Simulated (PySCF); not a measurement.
# CH4AlClS: the cost of one run

Programs: PySCF 2.14.0. All values are calculated, for the isolated system unless a continuum is named. Atoms count from 0, parts from 1.

## 1. Starting point

Each species was relaxed by itself at PBE0-D3(BJ)/def2-SVPD.

## 2. Energies of the species: wB97M-D3(BJ)/def2-TZVPD

Job settings and geometry (Å):

```
{"job": {"kind": "react", "xc": "wB97M-D3(BJ)", "basis": "def2-TZVPD"}, "charge": 0, "multiplicity": 1}
-1 CH3AlClF charge 0 multiplicity 1
C      0.893630    -0.072590     0.303510
Al    -0.895480     0.096070    -0.393470
F     -1.170020     0.711560    -1.924520
Cl    -2.617090    -0.447120     0.687850
H      1.321290     0.923010     0.502720
H      0.911360    -0.642300     1.243420
H      1.557160    -0.567720    -0.421590

-1 H2S charge 0 multiplicity 1
S     -0.010580     0.615410     0.007310
H     -0.979610    -0.324460    -0.000050
H      0.970090    -0.312120    -0.013110

+1 CH4AlClS charge 0 multiplicity 1
C     -0.175860    -0.953760    -1.017750
Al    -0.082660     0.246340     0.497200
S      1.124780     2.069670     0.461720
Cl    -1.123830    -0.158220     2.300330
H     -1.112430    -1.531010    -1.016310
H     -0.098690    -0.412970    -1.973050
H      0.655100    -1.676870    -0.983120
H      0.813330     2.417120     1.731500

+1 FH charge 0 multiplicity 1
F      0.459910    -0.006400    -0.011390
H     -0.459910     0.006400     0.011390
```

Level: wB97M-D3(BJ)/def2-TZVPD reaction energy of separated species, gas phase.

Started as:

```console
> OMP_NUM_THREADS=1 python cluster_run.py task.json out
```

This one command runs all jobs of the session in turn.

**Question.** How long does this first job take on 1 thread of Intel Xeon Platinum 8259CL at 2.50GHz, shared host, and how much memory does it need?

About 50 s, with a peak of 0.76 GiB.
